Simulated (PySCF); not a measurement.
# C6H4O2: the cost of one run

Programs: PySCF 2.14.0, with routines of our own; each step states its level. All values are computed. Atoms count from 0.

### Step 1. The system as given

12 atoms, charge 0, multiplicity 1; geometry from: GFN2-xTB.

### Step 2. Optimising the geometry at HF/def2-SVP

Job settings and geometry (Å):

```
{"job": {"xc": "HF", "basis": "def2-SVP", "grid": 1, "kind": "geom"}, "charge": 0, "multiplicity": 1}
O     -0.772482    -2.553600     0.048837
C     -0.421193    -1.391464     0.026319
C      1.002593    -1.000571     0.010245
C      1.389263     0.276505    -0.016335
C      0.421251     1.391384    -0.031762
O      0.772821     2.553385    -0.056297
C     -1.002444     1.000475    -0.014533
C     -1.389283    -0.276506     0.012822
H      1.714062    -1.814853     0.021180
H      2.432890     0.559430    -0.027872
H     -1.713514     1.814969    -0.025108
H     -2.432765    -0.559840     0.026476
```

Run with:

```bash
$ OMP_NUM_THREADS=1 python excited_run.py task.json out
```

The driver reads the jobs from task.json and runs them one after another.

**Question.** How long does this first job take on 1 thread of Intel Xeon Platinum 8375C at 2.90GHz, shared host, and how much memory does it need?

About 40 s, with a peak of 0.55 GiB.
